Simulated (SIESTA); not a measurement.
Pb in SIESTA: convergence with real-space mesh cutoff

The system is Pb, a slab with vacuum.

```
CELL_PARAMETERS angstrom
3.49282 0.00000 0.00000
-1.74641 3.02487 0.00000
0.00000 0.00000 23.55564
ATOMIC_POSITIONS crystal
Pb 0.66667 0.33333 0.31840
Pb 0.33333 0.66667 0.43947
Pb 0.00000 0.00000 0.56053
Pb 0.66667 0.33333 0.68160
```

The slab is cut from a database's or a generator's crystal, which needn't be the stable form of the element.

| Item | Value |
| --- | --- |
| Program | SIESTA 5.4.2 |
| Task | single point |
| Functional | PBEsol |
| Potentials or basis | PseudoDojo 0.4 standard (PBEsol files) |
| Basis | DZP (energy shift 0.003 Ry; two zetas on semicore shells) |
| Grid cutoff | 100 Ry |
| Energy shift | 0.003 Ry |
| k mesh | 7 × 7 × 1 |
| Occupations | fermi-dirac, width 0.05 eV |
| Spin | no spin polarisation |

These are the settings of the first run; the series varies real-space mesh cutoff, with any setting tied to it.

Hardware: 1 thread of Arm Neoverse V2, with other jobs on the host.

```tsv
real-space mesh cutoff	energy less the tightest run, at zero smearing (meV/atom)	SCF cycles	CPU time (s)	peak memory (GiB)
100 Ry	-24.23	11	12	0.17
150 Ry	-8.65	10	16	0.19
200 Ry	-2.69	11	27	0.23
300 Ry	-1.68	10	32	0.26
400 Ry	-0.50	10	52	0.34
500 Ry	-0.18	9	74	0.47
700 Ry	-0.11	11	110	0.57
900 Ry	-0.02	9	150	0.83
1200 Ry	0.00	11	220	1.1
```

Against the tightest run, the energy stays within 1 meV/atom from 400 Ry on. Values are those asked for, which the program may round to a finer grid. The tightest run that finished is the yardstick and may itself not be fully converged.

Caveat, for the tightest run too: the basis of atomic orbitals isn't converged, which shifts pressures, moduli and gaps. Spin-orbit coupling is left out, which matters for the levels of Pb.
